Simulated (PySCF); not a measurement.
**DyOF: other functionals and bases at one geometry**

Aim: see how levels, charges and forces of DyOF depend on the level of theory. The species was built from a template and needn't be a known compound.

The runs use PySCF 2.14.0; several levels, as the steps say, no spin–orbit coupling.

1 further run of the same task is left out (for a known fault of the program).

## 1. Starting geometry

3 atoms, charge 0, spin multiplicity 1.

Bond lengths: Dy1–O2 1.825 Å, Dy1–F3 2.029 Å. Angles: O2–Dy1–F3 111.7°.

Coordinates:

```mol
DyFO
  3D, bonds by distance, orders not assigned

  3  2  0  0  0  0  0  0  0  0999 V2000
    0.0288    0.0000   -0.3311 Dy  0  0
    1.5280    0.0000    0.7097 O   0  0
   -1.6620    0.0000    0.7911 F   0  0
  1  2  8  0
  1  3  8  0
M  END
```

Formal oxidation states: Dy +3. Each metal's 9 4f electrons lie in its core potential, so multiplicities, spins and levels count the valence alone. An earlier session relaxed this geometry at PBE0, Dy lcecp-1-SVP with ECP55, O def2-SVP, F def2-SVP (singlet, point group Cs).

At PBE0 on the finer grid: E = -211.909942 Eh, HOMO -6.63 eV, LUMO -2.40 eV, Mulliken charge on Dy1 +0.90 e, largest force component 0.015 eV/Å. 

Levels to run: wB97X; HF; PBE0, TZVP. Hardware: 2 threads of Arm Neoverse V1, shared host.

## 2. wB97X

The input, run.py (the lines that set the calculation):

```python
mol = gto.M(atom='''
Dy     0.02881     0.00000    -0.33105
O      1.52805     0.00000     0.70975
F     -1.66199     0.00000     0.79110''',
    basis={'Dy': 'lcecp-1-SVP', 'O': 'def2-SVP', 'F': 'def2-SVP'},
    ecp={'Dy': 'lcecp-1-SVP'},
    charge=0, spin=0)
mf = dft.RKS(mol, xc='WB97X')
mf.grids.atom_grid = (75, 302)  # f atoms: unpruned, at least (60, 302)
mf = mf.density_fit()  # fitting sets: Dy AutoAux, O def2-universal-JKFIT, F def2-universal-JKFIT
mf.conv_tol = 1e-08; mf.max_cycle = 55
mf.kernel(dm0)  # dm0: the density of the relaxed state
```

Run with:

```sh
> OMP_NUM_THREADS=2 python run.py
```

## 3. HF

run.py (the lines that set the calculation), as its differences from that of step 2:

```diff
@@ -7,4 +7,3 @@
     charge=0, spin=0)
-mf = dft.RKS(mol, xc='WB97X')
-mf.grids.atom_grid = (75, 302)  # f atoms: unpruned, at least (60, 302)
+mf = scf.RHF(mol)
 mf = mf.density_fit()  # fitting sets: Dy AutoAux, O def2-universal-JKFIT, F def2-universal-JKFIT
```

## 4. PBE0, TZVP

Basis: Dy lcecp-1-TZVP with ECP55, O def2-TZVP, F def2-TZVP. 

The input, run.py (the lines that set the calculation):

```python
mol = gto.M(atom='''
Dy     0.02881     0.00000    -0.33105
O      1.52805     0.00000     0.70975
F     -1.66199     0.00000     0.79110''',
    basis={'Dy': 'lcecp-1-TZVP', 'O': 'def2-TZVP', 'F': 'def2-TZVP'},
    ecp={'Dy': 'lcecp-1-TZVP'},
    charge=0, spin=0)
mf = dft.RKS(mol, xc='PBE0')
mf.grids.atom_grid = (75, 302)  # f atoms: unpruned, at least (60, 302)
mf = mf.density_fit()  # fitting sets: Dy AutoAux, O def2-universal-JKFIT, F def2-universal-JKFIT
mf.conv_tol = 1e-08; mf.max_cycle = 55
mf.kernel(dm0)  # dm0: free metal ions and neutral atoms
```

Q: Predict the outcome of this session. Wanted: for each run, HOMO; gap; charge on Dy1; dipole; largest force.

The runs gave:

| level | state | HOMO (eV) | gap (eV) | charge on Dy1 (e) | dipole (D) | largest force (eV/Å) | basis functions | time |
| --- | --- | --- | --- | --- | --- | --- | --- | --- |
| PBE0 (relaxed here) | singlet | -6.63 | 4.23 | 0.90 | 7.59 | 0.01 | 61 | 3.1 s |
| wB97X | singlet | -8.89 | 8.30 | 0.91 | 7.95 | 0.32 | 61 | 2 s |
| HF | singlet | -10.15 | 9.49 | 1.28 | 9.05 | 0.66 | 61 | 0.9 s |
| PBE0, TZVP | singlet | -6.62 | 4.23 | 1.29 | 7.85 | 0.19 | 109 | 4.8 s |

Times are on 2 threads of Arm Neoverse V1, shared host; the first row also made further properties.

In one basis the HOMO–LUMO gap runs from 4.23 eV (PBE0) to 9.49 eV (HF). The largest leftover force, 0.66 eV/Å with HF, stands at a geometry relaxed at another level. The Mulliken charge on Dy spans +0.90 to +1.29 e over the levels. With 4f in the core, its levels are missing from HOMO and gap. Total energies of different levels can't be compared. Spin–orbit coupling is left out throughout.
